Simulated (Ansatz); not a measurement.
**CHLiOSi: single points off equilibrium**

Aim: energy, forces and dipole at a structure displaced at random from a GFN2-xTB minimum, from CCSD(T) and from density functionals.

The runs use Ansatz 0.2.0, Gaussian basis; single points in def2-TZVPP.

Cores are frozen in the correlated methods. The outer core shell of Li, Na, Mg and K is correlated.

## Step 1: Starting geometry

SMILES `[Li][O][Si]#C`, 5 atoms, charge 0, spin multiplicity 1.

Atoms are counted from 1 here; the program's logs count them from 0.

Bond lengths: Li1–O2 1.570 Å, O2–Si3 1.778 Å, Si3–C4 1.711 Å, C4–H5 1.025 Å. Angles: Li1–O2–Si3 167.6°, O2–Si3–C4 166.7°, Si3–C4–H5 99.3°.

Geometry (Å):

```xyz
5
charge 0, multiplicity 1
Li   -1.4615   -2.4765    1.0299
O    -0.8982   -1.0925    0.5485
Si    0.0419    0.2646   -0.1105
C     0.6323    1.7832   -0.6318
H     1.4349    1.4677   -1.1858
```

## Step 2: CCSD(T)/def2-TZVPP

The input, run/in.yaml:

```yaml
crystal:
  periodic: [false, false, false]
  atoms:
    - {symbol: Li, position_ang: [-1.461500, -2.476500, 1.029900]}
    - {symbol: O, position_ang: [-0.898200, -1.092500, 0.548500]}
    - {symbol: Si, position_ang: [0.041900, 0.264600, -0.110500]}
    - {symbol: C, position_ang: [0.632300, 1.783200, -0.631800]}
    - {symbol: H, position_ang: [1.434900, 1.467700, -1.185800]}
basis:
  gaussian: {orbitals: def2-TZVPP}
correlation: {method: ccsd_t}
output: {forces: true}
```

The command line of these runs was not kept.

## Step 3: PBE0-D4/def2-TZVPP

Changes to run/in.yaml since step 2:

```diff
@@ -10,3 +10,3 @@
   gaussian: {orbitals: def2-TZVPP}
-correlation: {method: ccsd_t}
-output: {forces: true}
+hamiltonian: {xc: pbe0, dispersion: d4}
+output: {forces: true, orbitals: {seedname: orbitals}}
```

## Step 4: wB97M-V/def2-TZVPP

Changes to run/in.yaml since step 3:

```diff
@@ -10,3 +10,3 @@
   gaussian: {orbitals: def2-TZVPP}
-hamiltonian: {xc: pbe0, dispersion: d4}
-output: {forces: true, orbitals: {seedname: orbitals}}
+hamiltonian: {xc: {name: wB97M-V}}
+output: {forces: true}
```

## Step 5: r2SCAN-D4/def2-TZVPP

Changes to run/in.yaml since step 4:

```diff
@@ -10,3 +10,3 @@
   gaussian: {orbitals: def2-TZVPP}
-hamiltonian: {xc: {name: wB97M-V}}
+hamiltonian: {xc: r2scan, dispersion: d4}
 output: {forces: true}
```

## Step 6: PBE-D4/def2-TZVPP

Changes to run/in.yaml since step 5:

```diff
@@ -10,3 +10,3 @@
   gaussian: {orbitals: def2-TZVPP}
-hamiltonian: {xc: r2scan, dispersion: d4}
+hamiltonian: {xc: pbe, dispersion: d4}
 output: {forces: true}
```

## Step 7: r2SCANh-D4/def2-TZVPP

Changes to run/in.yaml since step 6:

```diff
@@ -10,3 +10,3 @@
   gaussian: {orbitals: def2-TZVPP}
-hamiltonian: {xc: pbe, dispersion: d4}
+hamiltonian: {xc: {name: r2SCANh}, dispersion: d4}
 output: {forces: true}
```

## Step 8: CAM-B3LYP-D4/def2-TZVPP

Changes to run/in.yaml since step 7:

```diff
@@ -10,3 +10,3 @@
   gaussian: {orbitals: def2-TZVPP}
-hamiltonian: {xc: {name: r2SCANh}, dispersion: d4}
+hamiltonian: {xc: {name: CAM-B3LYP}, dispersion: d4}
 output: {forces: true}
```

(Steps that only read results are left out.)

What does the calculation give? Wanted: energy less free atoms, CCSD(T)/def2-TZVPP; RMS force component; RMS force error; HOMO and LUMO, PBE0-D4; T1 diagnostic.

As calculated:

| quantity | value |
| --- | --- |
| energy less free atoms, CCSD(T)/def2-TZVPP | -16.016 eV |
| RMS force component | 2.155 to 2.309 eV/Å over the methods |
| RMS force error | PBE0-D4 0.227, wB97M-V 0.271, r2SCAN-D4 0.188, PBE-D4 0.272, r2SCANh-D4 0.216, CAM-B3LYP-D4 0.328 eV/Å |
| HOMO and LUMO, PBE0-D4 | -5.21 and -1.72 eV |
| T1 diagnostic | 0.025 |

Against CCSD(T) the functionals' energies less atoms differ by -1.285 to -0.201 eV, PBE-D4 by -1.285 eV. CCSD(T) in triple zeta still lacks some correlation energy of the bonds, so part of these gaps is its own basis error and they don't rank the functionals. The forces of r2SCAN-D4 come nearest to CCSD(T), those of CAM-B3LYP-D4 are farthest. Frozen-core CCSD(T) forces in triple zeta carry basis errors of their own, and this is one geometry, so small gaps rank nothing. The T1 diagnostic is large here, over the usual mark for main-group molecules (transition-metal compounds often pass it harmlessly), so CCSD(T) itself may be off. The restricted Hartree–Fock reference is unstable towards an unrestricted one at one or more of these structures.
